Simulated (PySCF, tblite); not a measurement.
# C5H10ClFO: a rotation path, then NMR shifts on frames

How do NMR shifts of C5H10ClFO (`CO[C@@](C)(CF)CCl`) change as the atoms move?

Computed with tblite 0.8.0 and PySCF 2.14.0, with density-fitted response routines of our own, on a single molecule in the gas phase. Atoms are numbered from 0 throughout.

### Step 1. Starting geometry

18 atoms, charge 0, multiplicity 1; geometry from: GFN2-xTB.

Bonds of the start (Å): C0–O1 1.41, O1–C2 1.42, C2–C3 1.53, C2–C4 1.54, C4–F5 1.37, C2–C6 1.54, C6–Cl7 1.77, C0–H8 1.09, C0–H9 1.09, C0–H10 1.09, C3–H11 1.09, C3–H12 1.09, C3–H13 1.09, C4–H14 1.09, C4–H15 1.09, C6–H16 1.09, C6–H17 1.09.

### Step 2. The rotation path with GFN2-xTB

Job settings and geometry (Å):

```
{"job": {"kind": "neb", "xc": "GFN2-xTB", "basis": "xTB", "atoms": [1, 2, 4, 5], "turn": 120}, "charge": 0, "multiplicity": 1}
C      1.999552    -0.781552    -0.191228
O      0.838521    -0.416826    -0.911418
C     -0.266888     0.069481    -0.160434
C     -0.724297    -0.894194     0.935920
C      0.019181     1.465191     0.429415
F      0.782199     1.398884     1.568577
C     -1.340251     0.206987    -1.253337
Cl    -2.872845     0.848157    -0.645306
H      2.742685    -1.014802    -0.951687
H      1.829607    -1.666564     0.428113
H      2.369981     0.032251     0.435243
H     -1.700609    -0.588628     1.302002
H     -0.794351    -1.901737     0.532717
H     -0.025889    -0.887162     1.768318
H     -0.915652     1.957268     0.710679
H      0.572623     2.074332    -0.292272
H     -0.983856     0.879265    -2.033536
H     -1.538471    -0.774036    -1.683422
```

With the program's defaults for keys left out, this is: GFN2-xTB climbing-image nudged elastic band, gas phase.

Started as:

```console
$ OMP_NUM_THREADS=1 python probes_run.py task.json out
```

The driver reads the jobs from task.json and runs them one after another.

What it wrote:

```text
image   E - E0 / eV
  0      -0.0000
  1       0.0244
  2       0.0810
  3       0.1421
  4       0.1750
  5       0.1640
  6       0.1167
  7       0.0627
  8       0.0441
```

It took 11 s on 1 thread, shared host.

The final band, with the dihedral O1–C2–C4–F5:

| image | dihedral (°) | energy (eV) | energy (kcal/mol) |
| --- | --- | --- | --- |
| 0 | -80 | 0.000 | 0.0 |
| 1 | -65 | 0.024 | 0.6 |
| 2 | -49 | 0.081 | 1.9 |
| 3 | -31 | 0.142 | 3.3 |
| 4 | -14 | 0.175 | 4.0 |
| 5 | 3 | 0.164 | 3.8 |
| 6 | 20 | 0.117 | 2.7 |
| 7 | 43 | 0.063 | 1.4 |
| 8 | 51 | 0.044 | 1.0 |

### Step 3. NMR shieldings: image 0, PBE0/pcSseg-1

Job settings and geometry (Å):

```
{"job": {"kind": "nmr", "xc": "PBE0", "basis": "pcSseg-1", "pop": false}, "charge": 0, "multiplicity": 1}
C      1.999600    -0.781600    -0.191200
O      0.838500    -0.416800    -0.911400
C     -0.266900     0.069500    -0.160400
C     -0.724300    -0.894200     0.935900
C      0.019200     1.465200     0.429400
F      0.782200     1.398900     1.568600
C     -1.340300     0.207000    -1.253300
Cl    -2.872800     0.848200    -0.645300
H      2.742700    -1.014800    -0.951700
H      1.829600    -1.666600     0.428100
H      2.370000     0.032300     0.435200
H     -1.700600    -0.588600     1.302000
H     -0.794400    -1.901700     0.532700
H     -0.025900    -0.887200     1.768300
H     -0.915700     1.957300     0.710700
H      0.572600     2.074300    -0.292300
H     -0.983900     0.879300    -2.033500
H     -1.538500    -0.774000    -1.683400
```

With the program's defaults for keys left out, this is: GIAO PBE0/pcSseg-1 NMR shielding, non-relativistic, gas phase.

What it wrote:

```text
coarse grid: 15432 points
cycle   1  E = -831.0244724658  dE =  8.398e-01  |g| = 6.920e-01  |ddm| = 3.564e+00
cycle   2  E = -830.9450243307  dE =  7.945e-02  |g| = 9.906e-01  |ddm| = 1.353e+00
cycle   3  E = -831.1095893154  dE = -1.646e-01  |g| = 9.029e-02  |ddm| = 8.827e-01
cycle   4  E = -831.1110361003  dE = -1.447e-03  |g| = 3.453e-02  |ddm| = 9.536e-02
cycle   5  E = -831.1112829373  dE = -2.468e-04  |g| = 8.369e-03  |ddm| = 3.240e-02
cycle   6  E = -831.1112947554  dE = -1.182e-05  |g| = 3.090e-03  |ddm| = 9.228e-03
cycle   7  E = -831.1112962977  dE = -1.542e-06  |g| = 6.805e-04  |ddm| = 2.761e-03
final grid: 144320 points
cycle   8  E = -831.1778032686  dE = -5.826e-05  |g| = 1.213e-02  |ddm| = 3.394e-02
cycle   9  E = -831.1777772421  dE =  2.603e-05  |g| = 1.706e-02  |ddm| = 2.021e-02
cycle  10  E = -831.1778322473  dE = -5.501e-05  |g| = 1.670e-03  |ddm| = 1.232e-02
cycle  11  E = -831.1778327481  dE = -5.008e-07  |g| = 3.204e-04  |ddm| = 1.707e-03
cycle  12  E = -831.1778327684  dE = -2.026e-08  |g| = 8.388e-05  |ddm| = 3.708e-04
cycle  13  E = -831.1778327697  dE = -1.269e-09  |g| = 3.672e-05  |ddm| = 1.231e-04
cycle  14  E = -831.1778327699  dE = -2.694e-10  |g| = 6.470e-06  |ddm| = 3.813e-05
converged SCF energy = -831.1778327699

GIAO shielding tensors (ppm)
atom      isotropic    diamagn.    paramagn.     s11        s22        s33       span
  0 C      130.930     244.990    -114.060    102.004    107.836    182.951     80.946
  1 O      277.375     398.205    -120.830    217.907    268.143    346.075    128.168
  2 C      105.394     242.849    -137.454     84.698     91.758    139.727     55.029
  3 C      171.954     248.797     -76.843    153.346    173.356    189.159     35.813
  4 C       93.695     242.730    -149.035     57.683     82.076    141.325     83.642
  5 F      429.392     473.762     -44.370    383.225    422.567    482.385     99.160
  6 C      134.343     246.448    -112.105    103.697    137.254    162.076     58.379
  7 Cl     888.442    1146.521    -258.079    747.942    854.404   1062.981    315.039
  8 H       28.031      28.803      -0.772     23.701     25.391     35.001     11.300
  9 H       28.108      30.090      -1.982     23.835     26.059     34.430     10.596
 10 H       27.871      30.098      -2.227     22.756     27.168     33.688     10.931
 11 H       29.995      30.032      -0.038     24.689     30.477     34.819     10.130
 12 H       31.043      30.856       0.186     27.444     28.021     37.663     10.218
 13 H       29.635      30.944      -1.309     25.598     28.667     34.640      9.042
 14 H       26.561      29.347      -2.786     20.393     27.865     31.425     11.031
 15 H       26.927      29.752      -2.824     22.866     28.397     29.519      6.652
 16 H       28.549      29.889      -1.340     22.728     29.075     33.843     11.116
 17 H       28.440      29.896      -1.456     22.812     28.737     33.770     10.958
```

Run time: 74 s. Hardware: 1 thread, shared host.

The references, computed at this level on geometries of the same kind, shield at (ppm): ¹H TMS 31.72, ¹³C TMS 186.9, ¹⁹F CFCl3 170.9, ¹⁷O H2O 336.1, ³⁵Cl HCl 950. Their shielding less the atom's gives the shift. The references are single molecules in the gas phase, so shifts against H2O, NH3, PH3, H3PO4 or CFCl3 are not on the usual liquid scales and can be off by tens of ppm. Each atom is listed at this fixed geometry, with no averaging over motion; a spectrum would average atoms that exchange fast.

| atoms | environment | σ (ppm) | δ (ppm) |
| --- | --- | --- | --- |
| C4 | sp3 CH2 bonded to F | 93.7 | 93.2 |
| C2 | fully substituted sp3 carbon bonded to O | 105.4 | 81.5 |
| C0 | methyl carbon bonded to O | 130.9 | 56.0 |
| C6 | sp3 CH2 bonded to Cl | 134.3 | 52.6 |
| C3 | methyl carbon | 172.0 | 15.0 |
| H14 | hydrogen on an sp3 CH2 bonded to F | 26.56 | 5.16 |
| H15 | hydrogen on an sp3 CH2 bonded to F | 26.93 | 4.79 |
| H10 | hydrogen on a methyl carbon bonded to O | 27.87 | 3.85 |
| H8 | hydrogen on a methyl carbon bonded to O | 28.03 | 3.69 |
| H9 | hydrogen on a methyl carbon bonded to O | 28.11 | 3.61 |
| H17 | hydrogen on an sp3 CH2 bonded to Cl | 28.44 | 3.28 |
| H16 | hydrogen on an sp3 CH2 bonded to Cl | 28.55 | 3.17 |
| H13 | hydrogen on a methyl carbon | 29.63 | 2.08 |
| H11 | hydrogen on a methyl carbon | 29.99 | 1.72 |
| H12 | hydrogen on a methyl carbon | 31.04 | 0.67 |
| O1 | ether oxygen | 277.4 | 58.7 |
| F5 | fluorine on an sp3 carbon | 429.4 | -258.4 |
| Cl7 | chlorine bonded to C | 888 | 61 |

### Step 4. Shielding tensors: image 2, PBE0/pcSseg-1

Job settings and geometry (Å):

```
{"job": {"kind": "nmr", "xc": "PBE0", "basis": "pcSseg-1", "pop": false}, "charge": 0, "multiplicity": 1}
C      2.003500    -0.857300    -0.132200
O      0.914000    -0.329100    -0.865000
C     -0.240700     0.101800    -0.158300
C     -0.719400    -0.884100     0.910400
C     -0.060000     1.514500     0.448500
F      1.116300     1.636300     1.139800
C     -1.282500     0.211600    -1.283800
Cl    -2.805400     0.914700    -0.719200
H      2.739300    -1.122700    -0.890100
H      1.726100    -1.758100     0.422100
H      2.438200    -0.128500     0.554100
H     -1.711500    -0.589600     1.244400
H     -0.776500    -1.888900     0.494400
H     -0.050800    -0.886800     1.766400
H     -0.860100     1.726700     1.162100
H     -0.044500     2.274000    -0.339000
H     -0.892800     0.847500    -2.078600
H     -1.501700    -0.775600    -1.687500
```

Method: GIAO PBE0/pcSseg-1 NMR shielding, non-relativistic, gas phase.

What it wrote:

```text
coarse grid: 15432 points
cycle   1  E = -831.0215215930  dE =  8.358e-01  |g| = 6.881e-01  |ddm| = 3.567e+00
cycle   2  E = -830.9421758557  dE =  7.935e-02  |g| = 9.871e-01  |ddm| = 1.347e+00
cycle   3  E = -831.1057190828  dE = -1.635e-01  |g| = 9.340e-02  |ddm| = 8.823e-01
cycle   4  E = -831.1072731882  dE = -1.554e-03  |g| = 3.506e-02  |ddm| = 9.811e-02
cycle   5  E = -831.1075237055  dE = -2.505e-04  |g| = 8.695e-03  |ddm| = 3.297e-02
cycle   6  E = -831.1075363616  dE = -1.266e-05  |g| = 3.125e-03  |ddm| = 9.296e-03
cycle   7  E = -831.1075379585  dE = -1.597e-06  |g| = 6.754e-04  |ddm| = 2.721e-03
final grid: 144320 points
cycle   8  E = -831.1741635041  dE = -6.407e-05  |g| = 1.251e-02  |ddm| = 3.617e-02
cycle   9  E = -831.1741354482  dE =  2.806e-05  |g| = 1.767e-02  |ddm| = 2.097e-02
cycle  10  E = -831.1741944519  dE = -5.900e-05  |g| = 1.735e-03  |ddm| = 1.280e-02
cycle  11  E = -831.1741950006  dE = -5.487e-07  |g| = 3.357e-04  |ddm| = 1.781e-03
cycle  12  E = -831.1741950229  dE = -2.233e-08  |g| = 9.061e-05  |ddm| = 3.920e-04
cycle  13  E = -831.1741950244  dE = -1.486e-09  |g| = 3.857e-05  |ddm| = 1.294e-04
cycle  14  E = -831.1741950247  dE = -2.974e-10  |g| = 6.569e-06  |ddm| = 3.850e-05
converged SCF energy = -831.1741950247

GIAO shielding tensors (ppm)
atom      isotropic    diamagn.    paramagn.     s11        s22        s33       span
  0 C      130.425     244.484    -114.059     99.824    107.960    183.491     83.667
  1 O      288.591     397.669    -109.078    245.882    271.988    347.904    102.022
  2 C      109.165     242.183    -133.019     86.011     93.906    147.577     61.566
  3 C      168.523     249.260     -80.737    146.904    171.125    187.541     40.637
  4 C       89.830     241.410    -151.581     53.635     80.668    135.186     81.552
  5 F      437.709     472.881     -35.172    399.203    435.105    478.817     79.614
  6 C      130.655     247.117    -116.462    106.823    132.060    153.083     46.260
  7 Cl     904.799    1146.569    -241.770    773.623    869.082   1071.691    298.068
  8 H       28.010      28.682      -0.672     23.692     25.308     35.031     11.339
  9 H       28.165      30.118      -1.953     23.900     26.177     34.419     10.519
 10 H       27.608      29.895      -2.287     21.874     27.414     33.535     11.660
 11 H       29.818      30.213      -0.395     24.780     30.487     34.189      9.409
 12 H       30.838      30.947      -0.109     27.222     27.836     37.457     10.235
 13 H       29.751      31.071      -1.320     26.035     28.306     34.911      8.876
 14 H       26.776      29.434      -2.658     21.227     28.444     30.658      9.432
 15 H       26.933      29.272      -2.339     21.267     28.747     30.784      9.518
 16 H       28.359      30.133      -1.774     22.778     29.075     33.225     10.448
 17 H       28.512      30.094      -1.582     23.237     28.654     33.645     10.407
```

It took 82 s on 1 thread, shared host.

Key values: δ C4 97.1, C2 77.8, C0 56.5, C6 56.3, H14 4.94, H15 4.78 ppm.

[end of part 1 of 2]
